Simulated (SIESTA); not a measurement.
Runs of SIESTA 5.4.2 on NbRu3C. The structure is cubic, space group Pm-3m (No. 221). Conventional cell: a = 4.065 Å, b = 4.065 Å, c = 4.065 Å, α = 90.00°, β = 90.00°, γ = 90.00°. Ru (site symmetry 4/mmm) has 2 C at 2.03 Å as nearest neighbours. Around Nb (site symmetry m-3m) lie 12 Ru at 2.87 Å. Around C (site symmetry m-3m) lie 6 Ru at 2.03 Å. The cell comes from a database or a generator and needn't be the stable form of this composition.

```csv
task,level,potentials or basis,cell,k mesh,gap on the mesh (eV),pressure (GPa),V0 of scaled cells (Å³/atom),B0 (GPa)
band structure,PBEsol,"PseudoDojo 0.4 standard (PBEsol files), DZP (energy shift 0.003 Ry; two zetas on semicore shells)",as given,7 × 7 × 7,none,-7.7,-,-
single point,PBEsol,"PseudoDojo 0.4 standard (PBEsol files), DZP (energy shift 0.003 Ry; two zetas on semicore shells)","atoms moved at random, drawn with an rms of 0.05 Å",7 × 7 × 7,none,-7.2,-,-
equation of state,PBEsol,"PseudoDojo 0.4 standard (PBEsol files), DZP (energy shift 0.003 Ry; two zetas on semicore shells)",as given,7 × 7 × 7,-,-,13.08,(b)
band structure,LDA,"PseudoDojo 0.4 standard (LDA files), DZP (energy shift 0.003 Ry; two zetas on semicore shells)",as given,7 × 7 × 7,none,-12.4,-,-
single point,PBEsol,"PseudoDojo 0.4 standard (PBEsol files), DZP (energy shift 0.003 Ry; two zetas on semicore shells)",as given,7 × 7 × 7,none,-7.7,-,-
equation of state,LDA,"PseudoDojo 0.4 standard (LDA files), DZP (energy shift 0.003 Ry; two zetas on semicore shells)",as given,5 × 5 × 5,-,-,12.88,(a)
```

Alike in all rows: no spin polarisation; smearing fermi-dirac 0.05 eV; grid cutoff 800 Ry; energy shift 0.003 Ry.

Problem. Fill in the values left out.

Solution. (a) 318; (b) 306.

Caveats: the basis of atomic orbitals isn't converged, which shifts pressures, moduli and gaps.

A k mesh can miss the band edges, and the runs leave out spin-orbit coupling on Nb, Ru.

A gap of «none» marks a metal or a gap under the smearing width.
